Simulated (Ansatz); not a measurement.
# SrRe4Rh6: relaxing cell and atoms at 20 GPa, part 2 of 2

Aim: in SrRe4Rh6, a borrowed structure type, volume estimated, relax cell and atoms at 20 GPa, then read levels, charges and fields where it ends.

Ansatz 0.2.0; DFT, PBE, no spin polarisation, plane waves, PAW. Relaxing cell and atoms at 20 GPa.

## 5. How the electrons are shared

Gathered by element (positive charge: electrons given up): Löwdin charges also hold the electrons that the projection spills.

| element | atoms | Löwdin charge (e) |
| --- | --- | --- |
| Sr | 1 | +1.32 |
| Re | 4 | +0.13 to +0.32 |
| Rh | 6 | -0.15 to -0.01 |

Löwdin charges rest on a small set of atomic orbitals that misses 0.9 % of the electrons, so they need not add up to the cell's charge and can differ from Bader's even in sign.

## 6. Fields in real space

Maps in the plane spanned by a and b at height 0.000 along c (axes of the input's cell), one cell: a runs left to right (21 points from zero), b bottom to top (21 points), 120° apart. Inside the augmentation spheres the fields are the smooth ones.

Valence density. Ten steps from '0' (0.08 e/Å³) to '9' (15.00 e/Å³), finer at the low end (step k begins (100^(k/10) - 1)/99 of the way up):
```
664100024676420001466
541000123443210001456
310000123332100001344
000001234432100000111
000012467642100000000
001124788742110000000
122236888632221100001
443347887433443211123
764346764346774211247
974334433479985212589
963222223699973113799
742111124799852125899
421000124787521125787
100000013453211123543
000000012221111112221
000000001111222111100
011100001123553211000
344310001257875210001
565410002489984200014
666410013799973100146
465300014799741000356
```

ELF. Ten even steps from '0' (0.01) to '9' (0.85):
```
499201223676322102994
993012333443332103999
720012334443321002799
001122234432221100232
012221478741222100000
223324877842332221112
223337727733322222222
433448778443343233323
764447874446774222247
874434434478884222488
863321233689973223799
733322333789841214898
423222324787411114787
222112223443111113443
211011222222211222222
000000223222111222322
023200123223443223210
799720123247874232102
999930122489984221039
449920223789873220299
049700224788742200794
```

Atoms within 0.2 Å of the plane, in fractions of a and b: Sr at (1.00, 1.00), Rh at (0.53, 0.47), Rh at (0.94, 0.47), Rh at (0.53, 0.06), Re at (0.33, 0.67).

Along short contacts, where the density is least:

| contact | length (Å) | minimum at (fraction) | density (e/Å³) | ELF |
| --- | --- | --- | --- | --- |
| Rh5–Re8 | 2.361 | 0.50 | 0.783 | 0.38 |
| Re2–Re3 | 2.567 | 0.50 | 0.592 | 0.40 |
| Rh9–Rh10 | 2.800 | 0.50 | 0.304 | 0.22 |

```
fraction  Rh5–Re8  Re2–Re3  Rh9–Rh10
     0.2     7.46     5.23      5.86
     0.3     3.18     2.12      1.54
     0.4     1.14    0.804      0.45
     0.5    0.783    0.592     0.304
     0.6     1.08    0.803     0.448
     0.7     2.68     2.12      1.53
     0.8     5.61     5.23      5.86
```

(Smooth valence density in e/Å³ at fractions of each contact.)

## 7. Results

This closing draws on all 2 parts.

| quantity | value |
| --- | --- |
| moves | 11 |
| largest move | 0.25 Å (Re) |
| space group (0.01 Å), before / after | P-6m2 / P-6m2 |
| cell | a = 6.999 Å, b = 6.999 Å, c = 4.106 Å, α = 90.00°, β = 90.00°, γ = 120.00° |
| volume | 15.84 Å³/atom (+20.7 %) |
| pressure at the end | 19.96 GPa |
| character | metal |
| density of states, mean within 0.25 eV of the Fermi level | 14 per eV per cell |

What this shows: The volume grew by 20.7 %, and the largest move of an atom is 0.25 Å apart from the change of the cell. The shape changed more than that tells: the edges moved by +3, +3, +14 %. The run held to 12 symmetry operations, so a lower structure without them is not ruled out. Bands cross the Fermi level: a metal; within 0.25 eV of the Fermi level the density of states averages 14 per eV per cell, mostly Re d (51 %) and Rh d (38 %).

Limits of this run: many states at the Fermi level without spin polarisation, so a magnetic state may lie lower.
